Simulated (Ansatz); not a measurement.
# CH3CuF3PS: how energies converge with the basis set

Aim: see how fast density functionals converge with the basis set for CH3CuF3PS.

Computed with Ansatz 0.2.0, Gaussian basis. Level: one geometry, several basis sets.

Levels to be run: PBE0-D4/def2-SVP; ωB97M-V/def2-SVP; PBE0-D4/def2-QZVPP; ωB97M-V/def2-QZVPP; the functionals' def2-TZVPP values are taken from earlier runs.

### 1 Structure used throughout

All runs share one geometry, relaxed beforehand with PBE0-D4 in a triple-zeta def2 set.

SMILES `C[S][Cu-][P+](F)(F)F`, 10 atoms, charge 0, spin multiplicity 1.

Atoms are counted from 1 here; the program's logs count them from 0.

Bond lengths: C1–S2 1.823 Å, C1–H8 1.091 Å, C1–H9 1.090 Å, C1–H10 1.090 Å, S2–Cu3 2.128 Å, Cu3–P4 2.141 Å, P4–F5 1.549 Å, P4–F6 1.550 Å, P4–F7 1.549 Å. Angles: S2–C1–H8 107.1°, S2–C1–H9 111.8°, S2–C1–H10 111.7°, H8–C1–H9 108.3°, H8–C1–H10 108.3°, H9–C1–H10 109.4°, C1–S2–Cu3 104.6°, S2–Cu3–P4 177.8°, Cu3–P4–F5 118.2°, Cu3–P4–F6 119.2°, Cu3–P4–F7 117.4°, F5–P4–F6 99.3°, F5–P4–F7 99.8°, F6–P4–F7 99.2°.

### 2 PBE0-D4 in def2-SVP

Contents of in.yaml:

```yaml
crystal:
  periodic: [false, false, false]
  atoms:
    - {symbol: C, position_ang: [0.797325, -1.921663, 1.521599]}
    - {symbol: S, position_ang: [1.796050, -0.976829, 0.324483]}
    - {symbol: Cu, position_ang: [0.437795, 0.428387, -0.517705]}
    - {symbol: P, position_ang: [-0.874494, 1.854706, -1.427729]}
    - {symbol: F, position_ang: [-0.578834, 2.295425, -2.882693]}
    - {symbol: F, position_ang: [-1.045734, 3.249528, -0.774002]}
    - {symbol: F, position_ang: [-2.366723, 1.462594, -1.568469]}
    - {symbol: H, position_ang: [1.458579, -2.655874, 1.983378]}
    - {symbol: H, position_ang: [0.395038, -1.281869, 2.306499]}
    - {symbol: H, position_ang: [-0.019000, -2.454404, 1.034630]}
basis:
  gaussian: {orbitals: def2-SVP}
hamiltonian: {xc: pbe0, dispersion: d4}
output: {orbitals: {seedname: orbitals}}
```

The run is started by

```
> ansatz run in.yaml --threads 4 --pin off --events-out ev --progress --plain --max-ram 11315MiB
```

Further steps of the session: ωB97M-V in def2-SVP; PBE0-D4 in def2-QZVPP; ωB97M-V in def2-QZVPP.

Before running them: what should the planned runs give, taken together? Wanted: PBE0-D4: double and triple zeta above quadruple; ωB97M-V: double and triple zeta above quadruple.

As calculated:

```
                                       quantity           value
PBE0-D4: double and triple zeta above quadruple  28.35, 2.33 eV
ωB97M-V: double and triple zeta above quadruple  28.47, 2.24 eV
```

In words: PBE0-D4 gains 26.02 eV from double to triple zeta, then 2.33 eV more. These are total energies; as a rule much of such shifts cancels in differences, which this series doesn't test.
